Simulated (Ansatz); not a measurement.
**H2Br (doublet): from Hartree-Fock to the top rungs at distance Br1–H2 along a hydrogen transfer = 1.577 Å, cc-pVDZ**

Aim: climb from Hartree-Fock through coupled cluster and multireference methods for H2Br (doublet) at one geometry and basis, and see what each rung misses.

The runs use Ansatz 0.2.0, Gaussian basis; cc-pVDZ, core rule «outside noble gas», up to 14 orbitals frozen.

Plan: UHF; CCSD(T) on ROHF; CCSD(T) on UHF; BCCD(T) on ROHF; CISD; CCSDT(Q) on ROHF; CCSDT(Q) on UHF; CISDTQ; CCSDTQ on ROHF; CCSDTQ on UHF; CASSCF and MRCISD+Q, 3 electrons in 3 orbitals; CASSCF and NEVPT2, 3 electrons in 3 orbitals; CASSCF and MRCISD+Q, 9 electrons in 6 orbitals; CASSCF and NEVPT2, 9 electrons in 6 orbitals; Full CI.

## 1. The geometry

The geometry derives from fragments relaxed apart (PBE0/def2-TZVP) and kept rigid, so it is no stationary point. A hydrogen atom is moved between rigid fragments. No spin-orbit coupling is included. The filled d shell of Br may be among the frozen orbitals whatever the setting's name suggests; the logs give the count.

3 atoms, charge 0, spin multiplicity 2.

Atoms are counted from 1 here; the program's logs count them from 0.

Bond lengths: Br1–H2 1.577 Å.

## 2. UHF

The input, in.yaml:

```yaml
crystal:
  periodic: [false, false, false]
  atoms:
    - {symbol: Br, position_ang: [0.000000, 0.000000, -1.339000]}
    - {symbol: H, position_ang: [0.000000, 0.000000, 0.238000]}
    - {symbol: H, position_ang: [0.000000, 0.000000, 1.101000]}
basis:
  gaussian: {orbitals: cc-pVDZ}
magnetization: {spin_polarized: true, initial_magnetization: 1}
hamiltonian: {xc: hf}
output: {orbitals: {seedname: orbitals}}
```

Started as:

```sh
$ ansatz run in.yaml --threads 1 --pin off --events-out ev --progress --plain --max-ram 2816MiB --backend cpu
```

The runs that follow: CCSD(T) on ROHF; CCSD(T) on UHF; BCCD(T) on ROHF; CISD; CCSDT(Q) on ROHF; CCSDT(Q) on UHF; CISDTQ; CCSDTQ on ROHF; CCSDTQ on UHF; CASSCF and MRCISD+Q, 3 electrons in 3 orbitals; CASSCF and NEVPT2, 3 electrons in 3 orbitals; CASSCF and MRCISD+Q, 9 electrons in 6 orbitals; CASSCF and NEVPT2, 9 electrons in 6 orbitals; Full CI.

Before running them: what should the planned runs give, taken together? Wanted: FCI below the RHF energy; RMP2 from FCI; UMP2 from FCI; RCCSD from FCI; RCCSD(T) from FCI; UCCSD(T) from FCI; RCCSDT(Q) from FCI; UCCSDT(Q) from FCI; NEVPT2 pair from FCI.

The runs gave:

```
                         quantity                                                                                                          value
         FCI below the RHF energy                                                                                                     -4.4965 eV
                    RMP2 from FCI                                                                                                     +595.6 meV
                    UMP2 from FCI                                                                                                     +641.1 meV
                   RCCSD from FCI                                                                                                      +78.7 meV
                RCCSD(T) from FCI                                                                                                      +15.1 meV
                UCCSD(T) from FCI                                                                                                      +14.4 meV
               RCCSDT(Q) from FCI                                                                                                       +0.5 meV
               UCCSDT(Q) from FCI                                                                                                       -0.5 meV
             NEVPT2 pair from FCI                                                                                                     +540.9 meV
          NEVPT2 valence from FCI                                                                                                     +860.4 meV
        MRCISD+Q valence from FCI                                                                                                       -3.2 meV
levels within 1 kcal/mol (43 meV)  RCCSD(T), UCCSD(T), BCCD(T), RCCSDT, UCCSDT, CISDTQ, RCCSDT(Q), UCCSDT(Q), RCCSDTQ, UCCSDTQ, MRCISD+Q valence
                    T1 diagnostic                                                                                                          0.019
   effectively unpaired electrons                                                                                                           1.03
```

In words: RCCSD(T) lands +15.1 meV from the yardstick (0.3 % of the correlation energy). MRCISD+Q valence falls below full CI: the +Q correction isn't variational, and the cores differ from full CI's. One determinant dominates. Of the multireference levels listed MRCISD+Q valence comes nearest in total energy (-3.2 meV), which doesn't show that its space is the better one. These misses are within one basis, not against nature; the frozen cores of restricted and unrestricted runs differ, which can shift their rows.
